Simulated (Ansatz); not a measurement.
**C₃H₇BS: one species, many methods**

Aim: compute C₃H₇BS with functionals from several rungs and with coupled cluster, and see how far each lands from CCSD(T) at the basis-set limit for the atomisation energy.

Program: Ansatz 0.2.0, Gaussian basis. Level of theory: functionals in def2-TZVPP, the program's frozen cores in correlated methods. These are calculated values, not measurements.

The runs, in order: PBE-D4, r2SCAN-D4, PBE0-D4, B3LYP-D4, ωB97X-V, ωB97M-V, B2PLYP; CCSD(T)/def2-TZVPP; MP2/def2-QZVPP; extrapolation to the limit.

### Step 1. The geometry

The geometry comes from an earlier relaxation with PBE0-D4 in a triple-zeta def2 set; it is a stationary point, not always the lowest conformer.

12 atoms, charge 0, spin multiplicity 1.

Atoms are counted from 1 here; the program's logs count them from 0.

Bond lengths: C1–C2 1.488 Å, C1–H6 1.092 Å, C1–H7 1.094 Å, C1–H8 1.093 Å, C2–S3 1.794 Å, C2–B4 1.541 Å, C2–C5 1.506 Å, S3–B4 1.966 Å, S3–H9 1.361 Å, B4–C5 1.565 Å, B4–H10 1.186 Å, C5–H11 1.090 Å, C5–H12 1.092 Å. Angles: C2–C1–H6 111.9°, C2–C1–H7 112.2°, C2–C1–H8 108.5°, H6–C1–H7 108.6°, H6–C1–H8 107.7°, H7–C1–H8 107.7°, C1–C2–S3 122.6°, C1–C2–B4 146.8°, C1–C2–C5 131.1°, S3–C2–B4 71.8°, S3–C2–C5 101.8°, B4–C2–C5 61.8°, C2–S3–B4 48.1°, C2–S3–H9 102.8°, B4–S3–H9 106.2°, C2–B4–S3 60.1°, C2–B4–C5 58.0°, C2–B4–H10 143.7° and more.

As a file:

```xyz
12
charge 0, multiplicity 1
C    -1.4658    0.6017    0.3292
C    -0.0657    0.1557    0.0948
S     1.2627    0.4928    1.2520
B     1.2332    0.3559   -0.7089
C     0.4839   -1.0179   -0.6728
H    -1.5111    1.6362    0.6758
H    -1.9865   -0.0322    1.0534
H    -2.0113    0.5438   -0.6166
H     1.5831   -0.7470    1.7134
H     1.8232    1.1209   -1.3962
H    -0.0985   -1.2649   -1.5601
H     0.8297   -1.8999   -0.1299
```

### Step 2. PBE-D4 (GGA)

in.yaml reads:

```yaml
crystal:
  periodic: [false, false, false]
  atoms:
    - {symbol: C, position_ang: [-1.465788, 0.601683, 0.329196]}
    - {symbol: C, position_ang: [-0.065728, 0.155699, 0.094763]}
    - {symbol: S, position_ang: [1.262663, 0.492777, 1.252002]}
    - {symbol: B, position_ang: [1.233206, 0.355864, -0.708947]}
    - {symbol: C, position_ang: [0.483914, -1.017891, -0.672785]}
    - {symbol: H, position_ang: [-1.511129, 1.636151, 0.675767]}
    - {symbol: H, position_ang: [-1.986487, -0.032211, 1.053449]}
    - {symbol: H, position_ang: [-2.011300, 0.543764, -0.616577]}
    - {symbol: H, position_ang: [1.583137, -0.746979, 1.713383]}
    - {symbol: H, position_ang: [1.823175, 1.120868, -1.396170]}
    - {symbol: H, position_ang: [-0.098452, -1.264927, -1.560076]}
    - {symbol: H, position_ang: [0.829690, -1.899898, -0.129906]}
basis:
  gaussian: {orbitals: def2-TZVPP}
hamiltonian: {xc: pbe, dispersion: d4}
output: {forces: true, orbitals: {seedname: orbitals}}
```

The run is started by

```sh
ansatz run in.yaml --threads 4 --pin off --events-out ev --progress --plain --max-ram 10444MiB
```

Further steps of the session: r2SCAN-D4 (meta-GGA); PBE0-D4 (hybrid); B3LYP-D4 (hybrid); ωB97X-V (range-separated); ωB97M-V (range-separated); B2PLYP (double hybrid); CCSD(T) in def2-TZVPP; MP2 in def2-QZVPP.

**Question.** What will the summary of the whole plan be? Wanted: atomisation energy, CCSD(T)/CBS; farthest; mean size of error, hybrid; mean size of error, range-separated; gap, smallest and largest; T1 diagnostic; triples share of the correlation energy.

As calculated:

| quantity | value |
| --- | --- |
| atomisation energy, CCSD(T)/CBS | 4542.1 kJ/mol |
| functionals within 22.7 kJ/mol (0.5 %) | B3LYP-D4 |
| farthest | PBE-D4 (+148.1 kJ/mol) |
| mean size of error, hybrid | 47.6 kJ/mol |
| mean size of error, range-separated | 38.4 kJ/mol |
| gap, smallest and largest | 4.82 eV (PBE-D4), 11.38 eV (ωB97X-V) |
| T1 diagnostic | 0.0108 |
| triples share of the correlation energy | 4.5 % |

**Reading.** PBE-D4 misses by +148.1 kJ/mol. Double hybrids carry the basis error of their MP2 part in triple zeta, and no dispersion term here, so their miss is partly the set-up's. Misses under about 22.7 kJ/mol are within the doubt on the reference itself, which lacks core-valence correlation, relativity and higher excitations. Hartree-Fock recovers 74 % of the binding; the rest is correlation. Orbital gaps span 4.8 to 11.4 eV; exact exchange widens them.
